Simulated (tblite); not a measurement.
# C7H14Si2: the cost of one run

Programs: tblite 0.8.0 and PySCF 2.14.0, with density-fitted response routines of our own. Each step states its level of theory. These are calculated values for one molecule in the gas phase, unless marked as measured. Atoms count from 0, in the outputs and in this text.

## (1) The molecule as given

23 atoms, charge 0, multiplicity 1; geometry from: force field or distance geometry start.

Bonds of the start (Å): C0–C1 1.19, C1–C2 1.48, C2–C3 1.50, C2–C4 1.49, C4–Si5 1.84, Si5–C6 1.86, C6–C7 1.49, Si5–Si8 2.24, Si8–C2 1.86, C0–H9 1.06, C3–H10 1.11, C3–H11 1.12, C3–H12 1.11, C4–H13 1.12, C4–H14 1.11, Si5–H15 1.44, C6–H16 1.11, C6–H17 1.12, C7–H18 1.12, C7–H19 1.10, C7–H20 1.11, Si8–H21 1.46, Si8–H22 1.47.

## (2) Geometry optimisation with GFN2-xTB

Job settings and geometry (Å):

```
{"job": {"kind": "relax", "xc": "GFN2-xTB", "basis": "xTB"}, "charge": 0, "multiplicity": 1}
C     -3.058600    -0.028200    -2.220800
C     -2.434600    -0.017300    -1.206800
C     -1.643900    -0.043100     0.047000
C     -2.502400    -0.369500     1.229200
C     -0.464600    -0.943300    -0.036600
Si     0.918000     0.145400    -0.588400
C      2.409800     0.247300     0.517200
C      3.660100    -0.359300    -0.026900
Si    -0.656300     1.525800     0.198000
H     -3.644700    -0.036800    -3.107100
H     -2.559300     0.465500     1.965600
H     -2.234400    -1.344700     1.710500
H     -3.547600    -0.509000     0.877000
H     -0.235800    -1.362100     0.973900
H     -0.611100    -1.795000    -0.738700
H      1.175200     0.216400    -2.001300
H      2.167700    -0.164200     1.517900
H      2.592500     1.337400     0.680600
H      4.535900     0.180900     0.424500
H      3.763800    -0.270600    -1.116300
H      3.763100    -1.402800     0.349800
H     -0.362200     1.952600     1.557800
H     -1.035300     2.601600    -0.723100
```

Launch:

```console
> OMP_NUM_THREADS=1 python probes_run.py task.json out
```

The driver reads the jobs from task.json and runs them one after another.

**Question.** How long does this first job take on 1 thread of Intel Xeon at 2.70GHz, shared host, and how much memory does it need?

About 4.8 s, with a peak of 0.18 GiB.
